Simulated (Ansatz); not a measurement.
# CH5Al (SMILES [CH3][AlH2]) at PBE0/STO-3G

What is the electronic atomisation energy of CH5Al at PBE0/STO-3G? 

Program for the calculation: Ansatz 0.2.0.

43 further runs of the same task are left out: 1 that didn't finish, 42 set aside as unsound or not needed.

## 1. Starting point

CH5Al: 7 atoms, total charge 0, spin state singlet. SMILES: `[CH3][AlH2]`. Geometry: relaxed at PBE0-D4/def2-TZVP.

Bond lengths: C1–Al2 1.950 Å, C1–H3 1.093 Å, C1–H4 1.097 Å, C1–H5 1.093 Å, Al2–H6 1.590 Å, Al2–H7 1.590 Å. Angles: C1–Al2–H6 120.6°, C1–Al2–H7 120.6°, Al2–C1–H3 112.6°, Al2–C1–H4 109.5°, Al2–C1–H5 112.5°, H6–Al2–H7 118.8°, H3–C1–H4 106.7°, H3–C1–H5 108.6°, H4–C1–H5 106.6°.

## 2. A single-point energy at PBE0/STO-3G

The input, run.yaml:

```yaml
basis:
  gaussian:
    orbitals: STO-3G
crystal:
  periodic: [false, false, false]
  atoms:
    - {symbol: C, position_ang: [-0.448500, -0.695600, -0.355500]}
    - {symbol: Al, position_ang: [0.562900, 0.778300, 0.424700]}
    - {symbol: H, position_ang: [-1.063100, -1.219600, 0.380800]}
    - {symbol: H, position_ang: [-1.134400, -0.306400, -1.118200]}
    - {symbol: H, position_ang: [0.193400, -1.425500, -0.855600]}
    - {symbol: H, position_ang: [0.016000, 1.549300, 1.703400]}
    - {symbol: H, position_ang: [1.934800, 1.251600, -0.225400]}
hamiltonian:
  xc: {name: PBE0}
accuracy: high
```

The run is started by

```console
ansatz run run.yaml --threads 1 --pin off --max-ram 2610MiB --events-out events.jsonl --progress --plain --runs-dir runs
```

What it wrote:

```text
Warning: RAYON_NUM_THREADS=1 ignored (pool sized by the plan → 1); use --threads N
Functional definition: PBE0
  name "PBE0"
  parameter a = 0.25
  parameter kappa = 0.804
  parameter beta = 0.06672455060314922
  exchange = (1 - a)*pbe_x(kappa = kappa, mu = beta*pi^2/3) + a*exact_x
  correlation = pbe_c(beta = beta)
335 factors; integrals over basis functions are off by at most 2.0e-8 eV
mean field evaluation 1: about -7617.2193 eV, gradient 1.8e1 eV
mean field evaluation 2: about -7617.8993 eV, gradient 1.2e1 eV
mean field evaluation 4: about -7618.3196 eV, gradient 1.3e-1 eV
mean field evaluation 8: about -7618.2654 eV, gradient 1.0e-4 eV
mean field -7618.26538325 eV, -279.9660889886 hartree, gradient 3.3e-8 eV, S^2 0.000000; 0 other end points of the search recorded, 0 dependent functions left out
reference -7618.26538482 eV, -279.9660890466 hartree; 12, 12 occupied and 7, 7 virtual orbitals, 335 factors
Total energy: -7618.26538482 eV, -279.9660890466 hartree
```

It took 1.2 s on 1 thread of Arm Neoverse V1, shared host; peak memory 0.098 GiB.

## 3. The Al atom

The input, molecule.yaml:

```yaml
crystal:
  periodic: [false, false, false]
  atoms:
    - {symbol: Al, position_ang: [0.000000, 0.000000, 0.000000]}
basis:
  gaussian:
    orbitals: STO-3G
magnetization:
  spin_polarized: true
  initial_magnetization: 1
accuracy: high
hamiltonian:
  xc: {name: PBE0}
```

Run the same way, it converges to -239.20718 Eh (log not shown).

## 4. The C atom

The input, run.yaml:

```yaml
basis:
  gaussian:
    orbitals: STO-3G
crystal:
  periodic: [false, false, false]
  atoms:
    - {symbol: C, position_ang: [0.000000, 0.000000, 0.000000]}
magnetization:
  spin_polarized: true
  initial_magnetization: 2
hamiltonian:
  xc: {name: PBE0}
accuracy: high
```

Run the same way, it converges to -37.30347 Eh (log not shown).

## 5. The H atom at the same level

The input, in.yaml:

```yaml
crystal:
  periodic: [false, false, false]
  atoms:
    - symbol: H
      position_ang: [0.000000, 0.000000, 0.000000]
basis:
  gaussian:
    orbitals: STO-3G
magnetization:
  spin_polarized: true
  initial_magnetization: 1
hamiltonian:
  xc: {name: PBE0}
accuracy: high
```

Run the same way, it converges to -0.46651 Eh (log not shown).

## 6. Summary of results

Level: PBE0/STO-3G.

```
                     quantity          value
       molecule: total energy  -279.96609 Eh
        Al atom: total energy  -239.20718 Eh
                Al atom: ⟨S²⟩          0.750
         C atom: total energy   -37.30347 Eh
                 C atom: ⟨S²⟩          2.000
         H atom: total energy    -0.46651 Eh
                 H atom: ⟨S²⟩          0.750
electronic atomisation energy      30.555 eV
```

Taking the molecule apart into free atoms costs 30.56 eV (705 kcal/mol), before zero-point energy and without spin-orbit coupling. In a minimal basis such a difference can be off by several eV, whatever the method.
